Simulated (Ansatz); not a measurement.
# CH4OSSi: basis-set convergence

One table from this session's results is given with a row withheld; the runs are named, their logs left out.

The runs use Ansatz 0.2.0, Gaussian basis; one geometry, several basis sets.

The runs, in order: PBE0-D4/def2-SVP; ωB97M-V/def2-SVP; PBE0-D4/def2-QZVPP; ωB97M-V/def2-QZVPP; the functionals' def2-TZVPP values are taken from earlier runs.

## The geometry

The geometry comes from an earlier relaxation with PBE0-D4 in a triple-zeta def2 set; it is a stationary point, not always the lowest conformer.

SMILES `S[SiH]1CO1`, 8 atoms, charge 0, spin multiplicity 1.

Atoms are counted from 1 here; the program's logs count them from 0.

Bond lengths: S1–Si2 2.112 Å, S1–H5 1.344 Å, Si2–C3 1.798 Å, Si2–O4 1.652 Å, Si2–H6 1.476 Å, C3–O4 1.486 Å, C3–H7 1.088 Å, C3–H8 1.088 Å. Angles: Si2–S1–H5 93.3°, S1–Si2–C3 121.3°, S1–Si2–O4 119.9°, S1–Si2–H6 110.9°, C3–Si2–O4 50.8°, C3–Si2–H6 124.3°, O4–Si2–H6 116.6°, Si2–C3–O4 59.5°, Si2–C3–H7 121.5°, Si2–C3–H8 122.9°, O4–C3–H7 112.5°, O4–C3–H8 112.8°, H7–C3–H8 113.3°, Si2–O4–C3 69.7°.

Set-up of the first run:

Contents of in.yaml:

```yaml
crystal:
  periodic: [false, false, false]
  atoms:
    - {symbol: S, position_ang: [-2.067816, 0.127869, -0.741443]}
    - {symbol: Si, position_ang: [-0.127365, 0.443674, 0.030025]}
    - {symbol: C, position_ang: [1.107308, -0.862949, 0.012623]}
    - {symbol: O, position_ang: [0.423354, -0.488510, 1.278143]}
    - {symbol: H, position_ang: [-2.470443, 1.376934, -0.453177]}
    - {symbol: H, position_ang: [0.187657, 1.884515, 0.091957]}
    - {symbol: H, position_ang: [0.862526, -1.873069, -0.310361]}
    - {symbol: H, position_ang: [2.176880, -0.665564, 0.036534]}
basis:
  gaussian: {orbitals: def2-SVP}
hamiltonian: {xc: pbe0, dispersion: d4}
output: {orbitals: {seedname: orbitals}}
```

Run with:

```
> ansatz run in.yaml --threads 2 --pin off --events-out ev --progress --plain --max-ram 4352MiB
```

Among the steps run: PBE0-D4 in def2-SVP; ωB97M-V in def2-SVP; PBE0-D4 in def2-QZVPP; ωB97M-V in def2-QZVPP.

One of the session's tables, all rows but one given; the rest of the session is left out.

It belongs to the step «Functionals by basis». 

| functional | basis | HOMO (eV) | LUMO (eV) |
| --- | --- | --- | --- |
| PBE0-D4 | def2-SVP | -7.39 | 0.25 |
| PBE0-D4 | def2-TZVPP | ? | ? |
| PBE0-D4 | def2-QZVPP | -7.51 | -0.30 |
| ωB97M-V | def2-SVP | -9.57 | 2.20 |
| ωB97M-V | def2-TZVPP | -9.69 | 1.60 |
| ωB97M-V | def2-QZVPP | -9.72 | 1.28 |

Estimate the missing values for PBE0-D4, def2-TZVPP.

The run gave: HOMO (eV): -7.48; LUMO (eV): -0.17. In the column «HOMO (eV)» it lies between PBE0-D4, def2-QZVPP (-7.51) and PBE0-D4, def2-SVP (-7.39).
